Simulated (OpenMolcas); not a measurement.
# Pt²⁺ among point charges: CASSCF and CASPT2 levels and susceptibility

How does a field of 6 point charges split the states of Pt²⁺, and what χT follows?

Method: state-averaged CASSCF and CASPT2, spin-orbit coupling by RASSI with atomic mean-field integrals. Code: OpenMolcas 26.06.

### 1 Starting point

* Species: Pt²⁺ (platinum, Z = 78, 76 electrons)
* Basis: ANO-RCC-VDZP [7s6p4d2f], 59 functions
* Scalar Hamiltonian: DKH2, point nucleus
* Inactive shells: 1s 2s 2p 3s 3p 3d 4s 4p 4d 4f 5s 5p
* Active space: 8 electrons in 5 orbitals (5d)
* Some configurations of this space: 5d8
* Orbitals: optimised for each spin and parity, averaged over all roots

The outer shells:

5d8
```
5d [↑↓][↑↓][↑↓][↑ ][↑ ]
```

The ion sits among 6 point charges of -1.5 e arranged as a trigonal antiprism (D3d), 2.22 Å from the ion, with a polar angle of 60.8° against the regular 54.74°.

The work runs as a chain of OpenMolcas steps in one folder; each step below is one input file. Labels, J, g values, rates, χT and fits are worked out afterwards by a script from the matrices that RASSI stores. The input lists half of the charges; inversion (Group=XYZ) makes the rest.

### 2 Basis and integrals

The input, a.inp:

```
&GATEWAY
Coord
1

Pt 0.0 0.0 0.0
Basis=ANO-RCC-VDZP
Group=XYZ
NoMove
AngMom=0.0 0.0 0.0
AMFI
XField
3 Angstrom 0
0.000000 1.937065 1.084518 -1.500000
1.677547 -0.968532 1.084518 -1.500000
1.677547 0.968532 -1.084518 -1.500000
&SEWARD
```

Run with:

```sh
$ OMP_NUM_THREADS=1 MOLCAS_MEM=1689 MOLCAS_PROJECT=a pymolcas a.inp > a.log
```

### 3 Reference wave functions, triplets of even parity, 10 roots

The input, a.inp:

```
&RASSCF
FileOrb=start.orb
Symmetry=1
Spin=3
nActEl=8 0 0
Inactive=15 19
Ras2=5 0
CIRoot=10 10 1
SDav=10
CIMx=300
Iter=120 100
PrWF=0.3
OrbListing=Nothing
MaxOrb=0
>>> COPY $Project.JobIph JOB001
```

start.orb holds the contracted functions of the basis, ordered by shell, or the orbitals of the step before.

### 4 CASSCF: singlets of even parity, 15 roots

The input, a.inp:

```
&RASSCF
FileOrb=start.orb
Symmetry=1
Spin=1
nActEl=8 0 0
Inactive=15 19
Ras2=5 0
CIRoot=15 15 1
SDav=15
CIMx=300
Iter=120 100
PrWF=0.3
OrbListing=Nothing
MaxOrb=0
>>> COPY $Project.JobIph JOB002
```

### 5 State interaction with spin-orbit coupling

The input, a.inp:

```
&RASSI
NrOfJobIphs=2 10 15
1 2 3 4 5 6 7 8 9 10
1 2 3 4 5 6 7 8 9 10 11 12 13 14 15
IphNames
JOB001
JOB002
EJob
SpinOrbit
DIPRint=1.0
SOCoupling=1000.0
Subsets=2
Property=9
'ANGMOM' 1 'ANGMOM' 2 'ANGMOM' 3 'MLTPL  1' 1 'MLTPL  1' 2 'MLTPL  1' 3
'AMFI' 1 'AMFI' 2 'AMFI' 3
SOProperty=3
'ANGMOM' 1 'ANGMOM' 2 'ANGMOM' 3
```

### 6 CASPT2: IPEA 0.25, imaginary shift 0.1 (closed shells correlated: 5s 5p)

The input, a.inp:

```
>>> COPY JOB001 $Project.JobIph
&CASPT2
Multistate=10 1 2 3 4 5 6 7 8 9 10
NoMult
Frozen=14 16
IPEA=0.25
Imaginary=0.1
MaxIter=60
WThr=0.0 0.3 0.05
PrWF=0.5
NoMix
>>> COPY JOB002 $Project.JobIph
&CASPT2
Multistate=15 1 2 3 4 5 6 7 8 9 10 11 12 13 14 15
NoMult
Frozen=14 16
IPEA=0.25
Imaginary=0.1
MaxIter=60
WThr=0.0 0.3 0.05
PrWF=0.5
NoMix
```

(Steps that only read results are left out.)

What does the calculation give? Wanted: spin-free ground state; first state of the same spin within the active space; lowest level; next level.

**Answer**, as computed:

| quantity | value |
| --- | --- |
| method | SS-CASPT2, IPEA 0.25, imaginary shift 0.1 (closed shells correlated: 5s 5p) |
| spin-free ground state | 3A2, 1-fold in its orbital part |
| first state of the same spin within the active space | 3A1 at 5930 cm⁻¹ |
| lowest level | 2-fold E, g = 0.00, 0.00, 7.45 |
| next level | 525.8 cm⁻¹ |
| χT at 300 K | 2.37 cm³ K/mol |
| effective moment at 300 K | 4.35 μB |

Cost by method:

```tsv
method	time of its own steps	time with the reference
A. CASSCF	3.5 s	3.5 s
B. SS-CASPT2, IPEA 0.25, imaginary shift 0.1, +5s 5p	1.4 s	5 s
```

Times are of one thread on a shared host.

What this shows: The spin-free ground state (3A2) comes to 97 % from free-ion F terms and keeps the highest spin of the shell. χT at 300 K is 2.37, against 1.00 cm³ K/mol for the spin alone, so orbital moment adds to it. CASPT2 does not keep the components of a term degenerate, and the means are used. The field of point charges can differ much from that of real complexes. This is an electrostatic model: the charges have no orbitals.
